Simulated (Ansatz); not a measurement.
# CsVBr3: the cost of one run

Computed with Ansatz 0.2.0 (DFT PBEsol+U (U_eff = 3 eV on V d), plane waves, PAW, unless a step's input says otherwise).

### Step 1. Starting point

Symmetry: P6_3/mmc, No. 194, hexagonal system. Conventional cell: a = 7.570 Å, b = 7.570 Å, c = 6.320 Å, α = 90.00°, β = 90.00°, γ = 120.00°. Cs (site symmetry -6m2) is surrounded by 12 Br at 3.79 to 3.89 Å. V (site symmetry -3m) has 6 Br at 2.63 Å in its first shell of neighbours. Around Br (site symmetry mm2) lie 2 V at 2.63 Å and 4 Cs at 3.79 to 3.89 Å.

Structure file:

```
CELL_PARAMETERS angstrom
7.57000 0.00000 0.00000
-3.78500 6.55581 0.00000
0.00000 0.00000 6.32000
ATOMIC_POSITIONS crystal
Cs 0.33333 0.66667 0.75000
Cs 0.66667 0.33333 0.25000
V 0.00000 0.00000 0.00000
V 0.00000 0.00000 0.50000
Br 0.16000 0.32000 0.25000
Br 0.84000 0.16000 0.75000
Br 0.68000 0.84000 0.25000
Br 0.84000 0.68000 0.75000
Br 0.16000 0.84000 0.25000
Br 0.32000 0.16000 0.75000
```

An earlier series on this cell reached its lowest free state from «ferromagnetic start, free, natural orbitals of the symmetric run filled by rank», perhaps among other starts.

### Step 2. Total moment locked at zero, no site moments, 0.00 μB per cell

input.yaml

```yaml
crystal:
  lattice:
    - [7.56999891, 0.0, 0.0]
    - [-3.78499945, 6.55581136, 0.0]
    - [0.0, 0.0, 6.31999992]
  atoms:
    - { symbol: Cs, position: [0.3333333333, 0.6666666667, 0.75] }
    - { symbol: Cs, position: [0.6666666667, 0.3333333333, 0.25] }
    - { symbol: V, position: [0.0, 0.0, 0.0] }
    - { symbol: V, position: [0.0, 0.0, 0.5] }
    - { symbol: Br, position: [0.16, 0.32, 0.25] }
    - { symbol: Br, position: [0.84, 0.16, 0.75] }
    - { symbol: Br, position: [0.68, 0.84, 0.25] }
    - { symbol: Br, position: [0.84, 0.68, 0.75] }
    - { symbol: Br, position: [0.16, 0.84, 0.25] }
    - { symbol: Br, position: [0.32, 0.16, 0.75] }
basis:
  ecutwfc: 420
  ecutrho_ratio: 4
kpoints:
  mp_grid: { grid: [3, 3, 3] }
hamiltonian:
  xc: pbesol
  hubbard:
    sites: [{ site: 2, l: d, u_eff: 3.0 }, { site: 3, l: d, u_eff: 3.0 }]
scf:
  occupations: { method: gaussian, width: 0.05 }
  lower_state_search: "off"
  max_iter: 150
output:
  forces: true
  stress: true
  eigenvalues: true
  populations: true
  hubbard: { sites: [{ site: 2, l: d }, { site: 3, l: d }] }
magnetization:
  spin_polarized: true
  initial_magnetization: 0.0
  spin_locking: { lock_magnetization: hard }
```

The lock stays on to the end, so the result is a constrained state unless its moments die out.

On the command line:

```bash
$ ansatz run input.yaml --threads 8 --pin off --max-ram 12288MiB --backend cpu --events-out ev --progress --plain --runs-dir out
```

What time and memory should one allow on 8 threads of Arm Neoverse V1, shared host?

About 2.6 s, with a peak of 1.1 GiB.
